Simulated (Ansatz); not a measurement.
# C₃H₈ClGa: one species, many methods

The task here is to estimate one member of a computed series from the others.

Program: Ansatz 0.2.0, Gaussian basis. Level of theory: functionals in def2-TZVPP, the program's frozen cores in correlated methods. These are calculated values, not measurements.

Levels to be run: LDA (SPW92), PBE-D4, revPBE-D4, BLYP-D4, r2SCAN-D4, B97M-V, PBE0-D4, B3LYP-D4, r2SCANh-D4, r2SCAN0-D4, HSE06-D4, BHLYP-D4, CAM-B3LYP-D4, LC-ωPBE, ωB97X-V, ωB97M-V, B2PLYP, PBE-QIDH; CCSD(T)/def2-SVP; CCSD(T)/def2-TZVPP; MP2/def2-QZVPP; extrapolation to the limit; RPA on PBE.

## Structure used throughout

An earlier PBE0-D4 in a triple-zeta def2 set relaxation fixed the geometry.

SMILES `C[CH2][Ga]([CH3])[Cl]`, 13 atoms, charge 0, spin multiplicity 1.

Atoms are counted from 1 here; the program's logs count them from 0.

Bond lengths: C1–C2 1.524 Å, C1–H6 1.094 Å, C1–H7 1.093 Å, C1–H8 1.093 Å, C2–Ga3 1.965 Å, C2–H9 1.095 Å, C2–H10 1.095 Å, Ga3–C4 1.957 Å, Ga3–Cl5 2.174 Å, C4–H11 1.092 Å, C4–H12 1.091 Å, C4–H13 1.093 Å. Angles: C2–C1–H6 111.6°, C2–C1–H7 111.9°, C2–C1–H8 111.9°, H6–C1–H7 107.1°, H6–C1–H8 107.1°, H7–C1–H8 107.0°, C1–C2–Ga3 115.3°, C1–C2–H9 111.2°, C1–C2–H10 111.2°, Ga3–C2–H9 106.6°, Ga3–C2–H10 106.6°, H9–C2–H10 105.2°, C2–Ga3–C4 132.1°, C2–Ga3–Cl5 114.0°, C4–Ga3–Cl5 113.9°, Ga3–C4–H11 109.5°, Ga3–C4–H12 112.3°, Ga3–C4–H13 109.4° and more.

Set-up of the first run:

Input file in.yaml:

```yaml
crystal:
  periodic: [false, false, false]
  atoms:
    - {symbol: C, position_ang: [-1.325320, 1.080785, 0.826673]}
    - {symbol: C, position_ang: [-0.014766, 1.381696, 0.109726]}
    - {symbol: Ga, position_ang: [0.958488, -0.191612, -0.553987]}
    - {symbol: C, position_ang: [0.569450, -2.107715, -0.470375]}
    - {symbol: Cl, position_ang: [2.820035, 0.285853, -1.570198]}
    - {symbol: H, position_ang: [-1.815819, 1.996326, 1.170185]}
    - {symbol: H, position_ang: [-1.172931, 0.448481, 1.705375]}
    - {symbol: H, position_ang: [-2.034385, 0.560260, 0.177490]}
    - {symbol: H, position_ang: [0.677253, 1.926952, 0.760160]}
    - {symbol: H, position_ang: [-0.175579, 2.037545, -0.752395]}
    - {symbol: H, position_ang: [0.542842, -2.519527, -1.481668]}
    - {symbol: H, position_ang: [-0.379846, -2.315568, 0.024879]}
    - {symbol: H, position_ang: [1.370878, -2.618175, 0.068835]}
basis:
  gaussian: {orbitals: def2-TZVPP}
hamiltonian: {xc: lda}
output: {orbitals: {seedname: orbitals}}
```

Run with:

```bash
$ ansatz run in.yaml --threads 2 --pin off --events-out ev --progress --plain --max-ram 32768MiB --backend cuda --devices 0, --max-vram 18GiB
```

Steps of the session up to this table: LDA; PBE-D4 (GGA); revPBE-D4 (GGA); BLYP-D4 (GGA); r2SCAN-D4 (meta-GGA); B97M-V (meta-GGA); PBE0-D4 (hybrid); B3LYP-D4 (hybrid); r2SCANh-D4 (hybrid); r2SCAN0-D4 (hybrid); HSE06-D4 (hybrid); BHLYP-D4 (hybrid); CAM-B3LYP-D4 (range-separated); LC-ωPBE (range-separated); ωB97X-V (range-separated); ωB97M-V (range-separated); B2PLYP (double hybrid); PBE-QIDH (double hybrid).

One table of the session follows, with a row left open; its other results are not shown here.

It belongs to the step «Orbital energies across the functionals». 

| functional | HOMO (eV) | gap (eV) |
| --- | --- | --- |
| LDA (SPW92) | -6.47 | 4.50 |
| PBE-D4 | -6.32 | 4.63 |
| revPBE-D4 | ? | ? |
| BLYP-D4 | -6.18 | 4.55 |
| r2SCAN-D4 | -6.58 | 5.15 |
| B97M-V | -6.65 | 5.05 |
| PBE0-D4 | -7.55 | 6.66 |
| B3LYP-D4 | -7.32 | 6.16 |
| r2SCANh-D4 | -7.04 | 5.88 |
| r2SCAN0-D4 | -7.72 | 6.97 |
| HSE06-D4 | -7.15 | 5.90 |
| BHLYP-D4 | -8.66 | 8.52 |
| CAM-B3LYP-D4 | -8.87 | 8.87 |
| LC-ωPBE | -10.22 | 11.43 |
| ωB97X-V | -9.86 | 10.88 |
| ωB97M-V | -9.72 | 10.50 |

Q: Estimate the row for revPBE-D4 from the others.

The run gave: HOMO (eV): -6.26; gap (eV): 4.71. In the column «HOMO (eV)» it lies between PBE-D4 (-6.32) and BLYP-D4 (-6.18).
